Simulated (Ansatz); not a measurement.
# LuAs (Fm-3m): relaxations under a series of pressures from a Python script

Aim: relaxations under a series of pressures, for LuAs (Fm-3m), run from a script.

All numbers are computed with Ansatz 0.2.0 through its Python package. Level of theory: DFT r2SCAN, plane waves, PAW.

### Step 1. The system

It takes space group Fm-3m (No. 225, cubic). The conventional cell has a = 5.676 Å, b = 5.676 Å, c = 5.676 Å, α = 90.00°, β = 90.00°, γ = 90.00°. Lu (site symmetry m-3m) has 6 As at 2.84 Å as nearest neighbours. As (site symmetry m-3m) is surrounded by 6 Lu at 2.84 Å.

No structure file is read: the coordinates are typed or built in the script.

### Step 2. The script

File compress_luas.py:

```python
"""Cell of LuAs under pressure."""

import warnings

import ansatz as az
import numpy as np
import pandas as pd

def edges_and_angles(cell):
    cell = np.asarray(cell)
    a, b, c = np.linalg.norm(cell, axis=1)
    cosines = cell[1] @ cell[2] / (b * c), cell[0] @ cell[2] / (a * c), cell[0] @ cell[1] / (a * b)
    return (a, b, c, *np.degrees(np.arccos(cosines)))


def main() -> None:
    warnings.simplefilter("ignore", az.DeckWarning)

    lattice = az.Lattice.of(
        (0.0, 2.83819075, 2.83819075),
        (2.83819075, 0.0, 2.83819075),
        (2.83819075, 2.83819075, 0.0),
    )
    sites = [
        ("Lu", (0.5, 0.5, 0.5)),
        ("As", (0.0, 0.0, 0.0)),
    ]
    structure = az.Crystal(lattice=lattice)
    for symbol, position in sites:
        structure = structure.atom(symbol, position)

    base = (
        structure.calculation()
        .functional("r2scan")
        .kpoints(8, 8, 8, center="gamma")
        .occupations("cold", width=0.15)
    )

    # H = F + PV, with 1 GPa A^3 = 1/160.21766 eV
    rows = []
    for pressure in [0, 10, 20, 30, 40]:
        res = base.relax(cell=True, pressure=pressure, force_tolerance=0.03).run(threads=1)
        cell = res.lattice.cell_ang
        n_atoms = len(res.lattice.sites)
        volume = abs(np.linalg.det(cell)) / n_atoms
        enthalpy = res.report["free_energy_ev"] / n_atoms + pressure * volume / 160.21766
        rows.append((pressure, volume, enthalpy, *edges_and_angles(cell)))
        print(f"{pressure} GPa done: {volume:.4f} A^3/atom")

    table = pd.DataFrame(rows, columns=["P_GPa", "V_A3_atom", "H_eV_atom", "a", "b", "c", "alpha", "beta", "gamma"])
    print(table.round(4).to_string(index=False))
    p, v = np.array([row[0] for row in rows], float), np.array([row[1] for row in rows])
    print("mean bulk modulus between rows (GPa):", np.round(-np.diff(p) / np.diff(np.log(v)), 1))


if __name__ == "__main__":
    main()
```

### Step 3. Running it

Command:

```bash
> python compress_luas.py
```

**Question.** How far does the cell shrink over this series of pressures, and what bulk modulus does the first step imply?

As calculated:

```
                                   quantity               value
bulk modulus between neighbouring pressures  102.5 to 199.4 GPa
                              runs compared                   5
                            range of energy     555.81 meV/atom
```

The crystal stiffens as it is compressed. The volume falls from 22.86 Å³ an atom at 0 GPa to 17.32 at 40 GPa, by 24.2 %. Between 0 and 10 GPa, -V dP/dV is about 102 GPa, a mean over that step. Run 1: After 0 moves the largest shift is 0.000 Å. The start was already close to the minimum. In run 5, over 5 moves the cell shrank by 24.2 % in volume under the 40 GPa asked, and the space group stayed Fm-3m. At a fixed pressure a relaxation lowers the enthalpy F + PV, while F alone can rise. The mesh is modest for a metal, so energies can be off by several to tens of meV an atom and pressures by half a GPa or more; differences at equal mesh fare better. Edges and angles that the script prints are those of the cell as typed, here a primitive one. This cell is a computed structure, which may not be the phase found in nature. Symmetry holds the cell in this phase, so another phase that may be stable under pressure is not reached.
